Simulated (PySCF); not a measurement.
# HfB: from the state search to spectroscopic constants

An exercise on one series of results from a longer session: the logs are not shown, and one member is left open.

Method: Hf def2-TZVPP with ECP60, B def2-TZVPP, scalar-relativistic core potentials; program: PySCF 2.14.0.

The first run:

The job is set up so:

```json
{
  "atoms": "Hf, B",
  "charge": "0",
  "basis": "Hf def2-TZVPP with ECP60, B def2-TZVPP",
  "Hamiltonian": "scalar-relativistic core potentials",
  "basis functions": "87",
  "electrons treated": "17",
  "masses in u": "179.9465, 11.0093",
  "levels": "PBE0, PBE, r²SCAN, B97-3, PW91, BLYP, M06, ωB97X, HF, MP2, SCS-MP2, CCSD, CCSD(T)",
  "grid": "80 radial by 434 angular points",
  "occupations": "held fixed by the projection of orbital angular momentum",
  "dissociation limit": "Hf + B, each in its ground configuration",
  "starting distance in angstrom": "2.215",
  "values of 2S to try": "1, 3, 5"
}
```

Started as:

```console
$ OMP_NUM_THREADS=1 python dia.py task.json out
```

Steps of the session up to this table: Input; PBE0 along the bond; Other states along the same grid; PBE (GGA); r²SCAN; B97-3 (global hybrid GGA); PW91 (GGA); BLYP (GGA); M06 (hybrid meta-GGA); ωB97X (range-separated hybrid); ROHF (mean field); Correlated methods on the Hartree–Fock reference.

One of the session's tables, all rows but one given; the rest of the session is left out.

Energy (eV) from each level's lowest point:

| R (Å) | ROHF | ROHF-MP2 | ROHF-SCS-MP2 | ROHF-CCSD | ROHF-CCSD(T) |
| --- | --- | --- | --- | --- | --- |
| 1.852 | 0.987 | 0.909 | 0.901 | n/a | n/a |
| 1.939 | 0.432 | 0.395 | 0.388 | 0.466 | 0.500 |
| 2.025 | 0.125 | 0.112 | 0.108 | 0.155 | 0.175 |
| 2.089 | 0.021 | 0.017 | 0.015 | 0.038 | 0.049 |
| 2.154 | 0.000 | 0.000 | 0.000 | 0.000 | 0.000 |
| 2.219 | 0.042 | 0.046 | 0.047 | 0.022 | 0.013 |
| 2.305 | 0.168 | 0.185 | 0.186 | 0.123 | 0.104 |
| 2.413 | ? | ? | ? | ? | ? |
| 2.542 | 0.670 | 0.851 | 0.805 | 0.633 | 0.596 |
| 2.714 | 1.021 | 1.399 | 1.273 | n/a | n/a |

Estimate the missing values for R (Å) = 2.413.

Worked estimate for «ROHF». A straight line through the neighbours (2.305, 0.168) and (2.542, 0.670) gives 0.168 + (0.670 − 0.168) × (2.413 − 2.305) / (2.542 − 2.305) = 0.397; a parabola fitted to 4 rows on both sides gives 0.396.

As computed: ROHF: 0.385; ROHF-MP2: 0.453; ROHF-SCS-MP2: 0.442; ROHF-CCSD: 0.326; ROHF-CCSD(T): 0.297. In «ROHF» the line misses by +0.012 and the parabola by +0.011.

Limits of these values: Lowest PBE0 solution found, without spin–orbit coupling: quartet, unpaired electrons σ ↑, π ↑↑. The state is the lowest single determinant that the PBE0 search found; with open d or f shells the true ground state can be another one. With spin–orbit coupling the term label itself may not hold.
